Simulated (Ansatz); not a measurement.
Write the native input for Ansatz 0.2.0 that does the following.

* Task: single point
* Functional: PBE
* Potentials or basis: all-electron LAPW, scalar-relativistic
* Cutoff: 237 eV (chosen from the basis error)
* Basis error allowed: 0.001 eV/atom
* k mesh: 8 × 8 × 8
* Occupations: fermi-dirac, width 0.05 eV
* Spin: no spin polarisation

Crystal: RuSe.

```
Ru Se
1.0
     3.18769    0.00000    0.00000
     0.00000    3.18769    0.00000
     0.00000    0.00000    3.18769
Ru Se
1 1
Direct
  0.00000 0.00000 0.00000
  0.50000 0.50000 0.50000
```

The cell comes from a database or a generator and needn't be the stable form of this composition.

These files were run (other wordings do the same):

input.yaml

```yaml
crystal:
  lattice:
    - [3.18769231, 0.0, 0.0]
    - [0.0, 3.18769231, 0.0]
    - [0.0, 0.0, 3.18769231]
  atoms:
    - { symbol: Ru, position: [0.0, 0.0, 0.0] }
    - { symbol: Se, position: [0.5, 0.5, 0.5] }
kpoints:
  mp_grid: { grid: [8, 8, 8] }
scf:
  occupations: { method: fermi_dirac, width: 0.05 }
hamiltonian:
  xc: pbe
  pseudopotentials: { kind: all_electron, lapw: { basis_error: 0.001 } }
output:
  forces: true
  stress: true
  eigenvalues: true
  populations: true
```

Potentials or basis: all-electron LAPW, scalar-relativistic.

Launch:

```sh
$ ansatz run input.yaml --threads 1 --pin off --max-ram 3072MiB --backend cpu --events-out ev --progress --plain --runs-dir out
```

It gave:

- Pressure: -8.6 GPa
- Band gap on the k mesh: none (metal or under the smearing width)

Wall time 9.4 s on 1 thread of Arm Neoverse V2, on a shared host, peak memory 0.31 GiB.
